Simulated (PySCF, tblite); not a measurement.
# FGeH₃P radical: geometry, infrared bands and EPR parameters

Wanted: the infrared bands and EPR parameters of FGeH₃P radical (`[F][GeH2][PH]`), by calculation.

Computed with tblite 0.8.0 and PySCF 2.14.0, with density-fitted response routines of our own, on a single molecule in the gas phase. Atoms are numbered from 0 throughout.

### Step 1. Starting geometry

6 atoms, charge 0, multiplicity 2; geometry from: force field or distance geometry start.

Bonds of the start (Å): F0–Ge1 1.75, Ge1–P2 2.25, Ge1–H3 1.55, Ge1–H4 1.57, P2–H5 1.40.

### Step 2. Optimising the geometry with GFN2-xTB

What the job is given:

```
{"job": {"kind": "relax", "xc": "GFN2-xTB", "basis": "xTB"}, "charge": 0, "multiplicity": 2}
F     -1.190200     1.423200     0.388800
Ge    -0.586700    -0.150200    -0.071700
P      1.580000     0.022800    -0.652300
H     -1.402900    -0.701100    -1.263400
H     -0.705900    -1.122700     1.151200
H      2.308800     0.529900     0.425900
```

Command:

```bash
$ OMP_NUM_THREADS=1 python probes_run.py task.json out
```

The driver reads the jobs from task.json and runs them one after another.

Log:

```text
step      E/eV     max force
  0    -291.18699    1.302
  1    -291.23696    1.059
  2    -291.36386    1.068
  3    -291.39495    0.945
  4    -291.45811    0.484
  5    -291.46403    0.374
  6    -291.47137    0.252
  7    -291.47494    0.277
  8    -291.47905    0.258
  9    -291.48130    0.200
 10    -291.48426    0.166
 11    -291.48639    0.174
 12    -291.48864    0.169
 13    -291.49061    0.171
 14    -291.49193    0.097
 15    -291.49260    0.088
 16    -291.49312    0.095
 17    -291.49388    0.115
 18    -291.49490    0.144
 19    -291.49584    0.114
 20    -291.49630    0.051
 21    -291.49644    0.035
 22    -291.49650    0.027
 23    -291.49657    0.031
 24    -291.49670    0.049
 25    -291.49689    0.062
 26    -291.49708    0.052
 27    -291.49718    0.023
 28    -291.49722    0.019
 29    -291.49724    0.020
 30    -291.49729    0.033
 31    -291.49739    0.053
 32    -291.49755    0.062
 33    -291.49770    0.045
 34    -291.49778    0.023
 35    -291.49781    0.022
 36    -291.49784    0.024
 37    -291.49792    0.034
 38    -291.49809    0.053
 39    -291.49844    0.070
 40    -291.49885    0.073
 41    -291.49911    0.053
 42    -291.49925    0.043
 43    -291.49937    0.044
 44    -291.49947    0.046
 45    -291.50012    0.048
 46    -291.50039    0.048
 47    -291.50048    0.018
 48    -291.50053    0.016
 49    -291.50054    0.016
 50    -291.50055    0.014
 51    -291.50057    0.012
 52    -291.50060    0.008
```

Run time: 0.13 s. Hardware: 1 thread of Arm Neoverse V2, shared host.

Step by step: (not every step is listed)

| step | energy from step 0 (eV) | largest force (eV/Å) |
| --- | --- | --- |
| 0 | 0.0000 | 1.3016 |
| 1 | -0.0500 | 1.0593 |
| 2 | -0.1769 | 1.0678 |
| 3 | -0.2080 | 0.9445 |
| 4 | -0.2711 | 0.4841 |
| 5 | -0.2770 | 0.3735 |
| 6 | -0.2844 | 0.2522 |
| 7 | -0.2880 | 0.2769 |
| 8 | -0.2921 | 0.2584 |
| 11 | -0.2994 | 0.1736 |
| 14 | -0.3049 | 0.0969 |
| 17 | -0.3069 | 0.1146 |
| 20 | -0.3093 | 0.0506 |
| 23 | -0.3096 | 0.0308 |
| 26 | -0.3101 | 0.0519 |
| 29 | -0.3102 | 0.0201 |
| 32 | -0.3106 | 0.0618 |
| 35 | -0.3108 | 0.0224 |
| 38 | -0.3111 | 0.0530 |
| 41 | -0.3121 | 0.0531 |
| 44 | -0.3125 | 0.0456 |
| 47 | -0.3135 | 0.0182 |
| 48 | -0.3135 | 0.0164 |
| 49 | -0.3136 | 0.0155 |
| 50 | -0.3136 | 0.0139 |
| 51 | -0.3136 | 0.0119 |
| 52 | -0.3136 | 0.0084 |

Distances of close pairs at the start and the end, largest changes first:

| bond | before (Å) | after (Å) | change (Å) |
| --- | --- | --- | --- |
| Ge1–H4 | 1.567 | 1.518 | -0.049 |
| Ge1–P2 | 2.250 | 2.292 | +0.043 |
| Ge1–H3 | 1.546 | 1.514 | -0.032 |
| F0–Ge1 | 1.747 | 1.775 | +0.028 |
| P2–H5 | 1.397 | 1.396 | -0.000 |

The end geometry stands in the next job.

### Step 3. Vibrational analysis with GFN2-xTB

What the job is given:

```
{"job": {"kind": "ir", "xc": "GFN2-xTB", "basis": "xTB"}, "charge": 0, "multiplicity": 2}
F     -0.986560     1.308129     0.446996
Ge    -0.447358    -0.294267    -0.093811
P      1.754888    -0.099977    -0.700345
H     -1.457561    -0.562315    -1.188769
H     -0.836204    -1.101876     1.130977
H      1.975918     0.752296     0.383377
```

Log:

```text
mode    cm-1     km/mol
  1      84.4     29.79
  2     136.4     10.51
  3     331.3     50.41
  4     362.2      5.22
  5     446.5    146.70
  6     570.2     21.88
  7     643.8    148.26
  8     732.3     25.75
  9     800.6    420.04
 10    1817.0    267.65
 11    1889.7    528.49
 12    2254.6    100.56
```

Run time: 0.06 s. Hardware: 1 thread of Arm Neoverse V2, shared host.

The strongest bands and the atoms that carry them (share of the mass-weighted mode):

| cm⁻¹ | km/mol | atoms |
| --- | --- | --- |
| 84 | 29.8 | H5 87 % |
| 331 | 50.4 | H4 44 %, H3 44 % |
| 446 | 146.7 | F0 77 %, Ge1 22 % |
| 644 | 148.3 | H4 51 %, H3 32 %, H5 11 % |
| 801 | 420.0 | H3 50 %, H4 44 % |
| 1817 | 267.6 | H4 74 %, H3 25 % |
| 1890 | 528.5 | H3 73 %, H4 25 % |
| 2255 | 100.6 | H5 97 % |

### Step 4. EPR parameters: B3LYP/def2-TZVP-core+pcH-1

The job, as its differences from that of step 3:

```diff
@@ -1,2 +1,2 @@
-{"job": {"kind": "ir", "xc": "GFN2-xTB", "basis": "xTB"}, "charge": 0, "multiplicity": 2}
+{"job": {"kind": "epr", "basis": "pcH-1"}, "charge": 0, "multiplicity": 2}
 F     -0.986560     1.308129     0.446996
```

With the program's defaults for keys left out, this is: UKS B3LYP, def2-TZVP-core on Ge, pcH-1 on F H P, non-relativistic, mean-field spin-orbit, GIAO.

Log:

```text
UKS, coarse grid
  cycle   1  E = -2519.95021759  |g| = 1.40e+00
  cycle   2  E = -2519.59838841  |g| = 1.41e+00
  cycle   3  E = -2519.98095198  |g| = 5.92e-01
  cycle   4  E = -2520.07633698  |g| = 1.37e-01
  cycle   5  E = -2520.07886372  |g| = 3.79e-02
  cycle   6  E = -2520.07918918  |g| = 6.48e-03
  cycle   7  E = -2520.07920485  |g| = 1.94e-03
  cycle   8  E = -2520.07920637  |g| = 3.97e-04
UKS, final grid
  cycle   1  E = -2520.07928340  |g| = 3.79e-04
  cycle   2  E = -2520.07928338  |g| = 4.88e-04
  cycle   3  E = -2520.07928347  |g| = 5.92e-05
  cycle   4  E = -2520.07928348  |g| = 3.09e-05
  cycle   5  E = -2520.07928348  |g| = 1.67e-05
E = -2520.07928348 Eh   <S^2> = 0.7535 (exact 0.7500)
g shifts (ppm)      1          2          3
  rmc          -164       -164       -164
  gc              3         40         44
  oz_so        -194       5933      15852
  total        -354       5809      15732
hyperfine (MHz)  atom isotope    a_iso     a_fc   dipolar eigenvalues
    0   19F      23.18      23.20    -17.77    -15.50     33.26
    1  73Ge      15.03      15.20     -1.16     -0.21      1.37
    2   31P     114.91     117.12   -321.60   -303.95    625.55
    3    1H      12.58      12.58     -2.19     -1.44      3.63
    4    1H      44.96      44.97     -2.14     -1.16      3.30
    5    1H     -35.57     -35.73    -17.58      2.73     14.85
```

Wall time 40 s (1 thread of Arm Neoverse V2, shared host); peak memory 0.76 GiB.

Principal g values 2.00197, 2.00813, 2.01805; g(iso) = 2.00938, against 2.00232 for a free electron.

Mean a(iso) over the nuclei that a row names, and the largest dipolar term of the row (other rows stand at the frozen geometry):

| nuclei | isotope | a(iso) (MHz) | a(iso) (G, at g = 2.0023) | largest dipolar term (MHz) |
| --- | --- | --- | --- | --- |
| P2 | 31P | 114.9 | 41.0 | 625.6 |
| H5 | 1H | -35.6 | -12.7 | -17.6 |
| H3, H4 | 1H | 28.8 | 10.3 | 3.6 |
| F0 | 19F | 23.2 | 8.3 | 33.3 |
| Ge1 | 73Ge | 15.0 | 5.4 | 1.4 |

Mulliken spin populations:

| atom | value (e) |
| --- | --- |
| F0 | 0.01 |
| Ge1 | -0.01 |
| P2 | 1.00 |
| H3 | 0.01 |
| H4 | 0.02 |
| H5 | -0.03 |

In first order the couplings over 0.8 MHz of 31P, 1H, 19F give 24 distinct lines over 82.5 G, if the averaged nuclei exchange fast.

The fields below are evaluated on a grid from the run's orbitals.

ELF in a plane through or near 3 of the atoms.

Values, 10 rows by 14 columns:
```
0.00 0.00 0.00 0.00 0.00 0.00 0.00 0.00 0.00 0.00 0.00 0.00 0.00 0.00
0.00 0.00 0.00 0.00 0.00 0.00 0.00 0.00 0.00 0.00 0.00 0.00 0.00 0.00
0.00 0.00 0.00 0.01 0.01 0.00 0.01 0.21 0.26 0.05 0.00 0.00 0.00 0.00
0.00 0.00 0.16 0.92 0.92 0.03 0.04 0.43 0.53 0.17 0.01 0.00 0.00 0.00
0.00 0.02 0.41 0.99 1.00 0.43 0.21 0.13 0.13 0.10 0.03 0.01 0.00 0.00
0.00 0.03 0.16 0.81 0.72 0.56 0.72 0.67 0.66 0.37 0.28 0.04 0.00 0.00
0.00 0.10 0.54 0.84 0.60 0.15 0.85 0.25 0.33 0.94 0.92 0.31 0.00 0.00
0.00 0.08 0.62 0.94 0.95 0.80 0.42 0.09 0.40 0.93 0.87 0.16 0.00 0.00
0.00 0.01 0.19 0.68 0.76 0.47 0.12 0.01 0.04 0.22 0.11 0.00 0.00 0.00
0.00 0.00 0.00 0.01 0.03 0.01 0.00 0.00 0.00 0.00 0.00 0.00 0.00 0.00
```
The map spans 9.4 Å across and 7.9 Å up, centred on the molecule. Atoms in the plane (x, y in Å): Ge1 (0.5, -0.2), P2 (-1.7, -0.9), H5 (-2.1, 0.5).

On the surface of density 0.002 e/bohr³ the electrostatic potential runs, from the 1st to the 99th percentile, from -1.40 V near F0 to 1.88 V near Ge1.

The spin density lies nearest to P2 81 %; H5 11 %.

### Step 5. Results

| quantity | value |
| --- | --- |
| strongest single infrared mode (GFN2-xTB) | 1890 cm⁻¹, 528 km/mol |
| zero-point energy (GFN2-xTB) | 14.4 kcal/mol |
| g(iso) (B3LYP) | 2.00938 |
| ⟨S²⟩ | 0.754 (exact 0.75) |
| largest a(iso) (averaged by class) | 31P on P2, 114.9 MHz |
| surface potential, 1st and 99th percentile | -1.40 V and 1.88 V |

What this shows: The optimisation took 52 steps and gained 0.314 eV; among the close pairs (by a distance rule), Ge1–H4 changed most, from 1.567 to 1.518 Å. All 12 modes are real, so the xTB geometry is a minimum. The strongest single mode, at 1890 cm⁻¹, moves mainly H3. Unscaled tight-binding wavenumbers are off by several per cent, some by more. Its intensities can rank the bands wrongly. P2 carries the largest spin population, 1.00 e. The isotropic g lies 7.1 ppt above the free-electron value. The hyperfine terms hold no scalar relativity, which the heavier nuclei need.
